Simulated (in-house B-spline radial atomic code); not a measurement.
**Sb⁴⁺: G0W0 and RPA against the share of exact exchange in the start**

Aim: vary the share of exact exchange in a PBE-based start for Sb⁴⁺ and follow the mean-field level, the G0W0 level and the RPA energy.

Program: an in-house B-spline radial atomic code, version 1. Level of theory: RPA, second order, AC-SOSEX and G0W0 (contour deformation) on a scalar-relativistic mean field, all electrons; no spin-orbit coupling, Breit or QED terms, no two-electron picture change. These are calculated values, not measurements, unless marked.

## Step 1: What is computed

* element: antimony (Z = 51)
* charge: +4
* electrons: 47
* configuration: [Kr] 4d10 5s1
* next ion, run as well: [Kr] 4d10
* Hamiltonian: scalar-relativistic (spin-free one-electron X2C), finite nucleus
* shares of exact exchange: 0.00, 0.10, 0.20, 0.30, 0.40, 0.50, 0.60, 0.70, 0.80, 0.90, 1.00

The outer shells:

Sb4+
```
[Kr] core
4d [↑↓][↑↓][↑↓][↑↓][↑↓]
5s [↑ ]
```

## Step 2: 0 % exact exchange

Settings, as recorded:

```ini
Z = 51
electrons = 47.0
configuration = [Kr] 4d10 5s1
hamiltonian = x2c
method = pbeh
lmax = 9
exact_exchange_fraction = 0.0
rms_radius = 4.6802
spin_polarised = True
box_radius = 11.96
intervals = 68
```

Started as:

```sh
$ python run_gw.py task.json out
```

task.json lists these runs, among others, and the program works through them in turn.

The runs that follow: 10 % exact exchange; 20 % exact exchange; 30 % exact exchange; 40 % exact exchange; 50 % exact exchange; 60 % exact exchange; 70 % exact exchange; 80 % exact exchange; 90 % exact exchange; 100 % exact exchange.

**Question.** What will these runs give? Wanted: highest level, mean field; highest level, G0W0; RPA correlation energy; RPA+SOSEX.

As calculated:

```
                                       quantity                                                                value
highest level, mean field (range over the runs)                                                  -54.30 to -50.33 eV
      highest level, G0W0 (range over the runs)                                                  -55.82 to -55.33 eV
                         RPA correlation energy                                             -3.752 to -3.470 hartree
                                      RPA+SOSEX                                           -2.6524 to -2.4529 hartree
    semi-empirical ionisation energy (5s shell)  55.000 ± 0.1 eV (NIST Atomic Spectra Database, ionization energies)
            G0W0 removal energy less that value                                                  +0.325 to +0.821 eV
```

**Reading.** Across the starts the mean-field level varies by 3.97 eV and the G0W0 level by 0.50 eV (12 % as much). Without exact exchange the level is bound too weakly, and G0W0 lowers it by 5.5 eV. Between 0 and 100 % exact exchange the correction keeps its sign; it is smallest at 100 % (-1.0 eV). RPA gives the most correlation at 0 % exact exchange and the least at 100 % exact exchange (7.5 % apart); over the runs it loosely follows the gap of the start, as smaller excitation energies give more correlation. The semi-empirical ionisation energy is 55.000 ± 0.1 eV; G0W0 misses it by +0.33 eV at best (at 100 % exact exchange) and +0.82 eV at worst (at 0 % exact exchange). The missing Breit and QED terms are far too small here to explain the miss, which is the method's own. As differences of total energies the mean miss over the starts is 0.47 eV for mean field, 0.39 eV for RPA, 0.22 eV for RPA+SOSEX.
